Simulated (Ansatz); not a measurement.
# Si₂H₆S + H₂: a complex and its separated parts

Aim: how far the complex at one end of a reaction step lies below its separated, relaxed parts, level by level.

Program: Ansatz 0.2.0, Gaussian basis. Level of theory: PBE0-D4/def2-TZVP structures, single points in def2-TZVPP, no counterpoise correction. These are calculated values, not measurements.

Levels: SPW92, PBE-D4, BLYP-D4, r2SCAN-D4, B97M-V, PBE0-D4, B3LYP-D4, r2SCAN0-D4, BHLYP-D4, CAM-B3LYP-D4, wB97X-V, wB97M-V, B2PLYP, PBE-QIDH, RPA on PBE, Hartree-Fock, MP2, CCSD, CCSD(T).

Cores are frozen in the correlated methods. B3LYP uses VWN-RPA correlation. B2PLYP carries no dispersion term here.

94 further runs of the same task are left out: 94 set aside as unsound or not needed.

### Step 1. Starting geometry

The complex: 11 atoms, charge 0, spin multiplicity 1.

Atoms are counted from 1 here; the program's logs count them from 0.

Bond lengths: Si1–H3 1.489 Å, Si1–H4 1.486 Å, Si1–Si5 2.338 Å, Si1–S7 2.147 Å, H2–H6 0.747 Å, Si5–H8 1.489 Å, Si5–H9 1.486 Å, Si5–H10 1.488 Å, S7–H11 1.344 Å. Angles: H3–Si1–H4 108.5°, H3–Si1–Si5 110.7°, H3–Si1–S7 111.3°, H4–Si1–Si5 111.6°, H4–Si1–S7 104.2°, Si5–Si1–S7 110.4°, Si1–Si5–H8 108.7°, Si1–Si5–H9 110.1°, Si1–Si5–H10 111.0°, H8–Si5–H9 108.9°, H8–Si5–H10 108.7°, H9–Si5–H10 109.4°, Si1–S7–H11 94.9°.

Geometry (Å):

```
Si   -0.5548    0.8567   -0.9738
H    -0.6240   -3.2474    1.0645
H    -0.2669    2.0854   -1.7637
H    -2.0281    0.6897   -0.8833
Si    0.4293    0.9878    1.1430
H    -0.4601   -2.8530    0.4512
S     0.1145   -0.9056   -2.0011
H     1.9092    0.9525    0.9842
H     0.0059   -0.1683    1.9743
H     0.0531    2.2538    1.8291
H     1.4222   -0.6516   -1.8243
```

Its parts: Si₂H₆S holds atoms 1, 3, 4, 5, 7, 8, 9, 10, 11; H₂ holds atoms 2, 6. Each part counts its atoms afresh in its own runs.

### Step 2. Relaxing Si₂H₆S alone

relax-a/in.yaml

```yaml
crystal:
  periodic: [false, false, false]
  atoms:
    - {symbol: Si, position_ang: [-0.554755, 0.856737, -0.973830]}
    - {symbol: H, position_ang: [-0.266922, 2.085358, -1.763653]}
    - {symbol: H, position_ang: [-2.028086, 0.689662, -0.883277]}
    - {symbol: Si, position_ang: [0.429295, 0.987752, 1.142993]}
    - {symbol: S, position_ang: [0.114472, -0.905644, -2.001082]}
    - {symbol: H, position_ang: [1.909186, 0.952543, 0.984232]}
    - {symbol: H, position_ang: [0.005900, -0.168273, 1.974346]}
    - {symbol: H, position_ang: [0.053070, 2.253821, 1.829088]}
    - {symbol: H, position_ang: [1.422234, -0.651634, -1.824313]}
basis:
  gaussian: {orbitals: def2-TZVP}
hamiltonian: {xc: pbe0, dispersion: d4}
relax: {f_tol: 0.005, max_steps: 200}
```

The run is started by

```bash
$ ansatz run in.yaml --threads 4 --pin off --events-out ev --progress --plain --max-ram 9574MiB
```

Further steps of the session: Relaxing H₂ alone; SPW92/def2-TZVPP; PBE-D4/def2-TZVPP; BLYP-D4/def2-TZVPP; r2SCAN-D4/def2-TZVPP; B97M-V/def2-TZVPP; PBE0-D4/def2-TZVPP; B3LYP-D4/def2-TZVPP; r2SCAN0-D4/def2-TZVPP; BHLYP-D4/def2-TZVPP; CAM-B3LYP-D4/def2-TZVPP; wB97X-V/def2-TZVPP; wB97M-V/def2-TZVPP; B2PLYP/def2-TZVPP; PBE-QIDH/def2-TZVPP; RPA on PBE/def2-TZVPP; CCSD(T)/def2-TZVPP; Vibrations of Si₂H₆S; Vibrations of H₂.

Before running it: what results should come out? Wanted: complex less parts, CCSD(T)/def2-TZVPP; with zero-point energy; largest T1 diagnostic.

The runs gave:

| quantity | value |
| --- | --- |
| complex less parts, CCSD(T)/def2-TZVPP | -1.85 kJ/mol |
| with zero-point energy | +2.06 kJ/mol |
| largest T1 diagnostic | 0.012 |

What this shows: At CCSD(T) the complex lies 1.85 kJ/mol below its parts. Among the functionals r2SCAN0-D4 lands nearest to CCSD(T) (-0.20 kJ/mol) and SPW92 farthest (-4.04 kJ/mol). Mean unsigned error by rung: LDA 4.04, GGA 1.36, meta-GGA 0.62, hybrid 0.93, range-separated hybrid 0.92, double hybrid 0.82 kJ/mol. PBE-D4 gives a relative energy 2.28 kJ/mol too low, an error of 124 % of the reference. The complex's frequency run has imaginary modes: the structure is no minimum, so both the energy and the zero-point correction are in doubt. No counterpoise was applied, and triple zeta lacks some correlation, so the CCSD(T) reference has a basis error of its own, and close matches with it are partly luck.
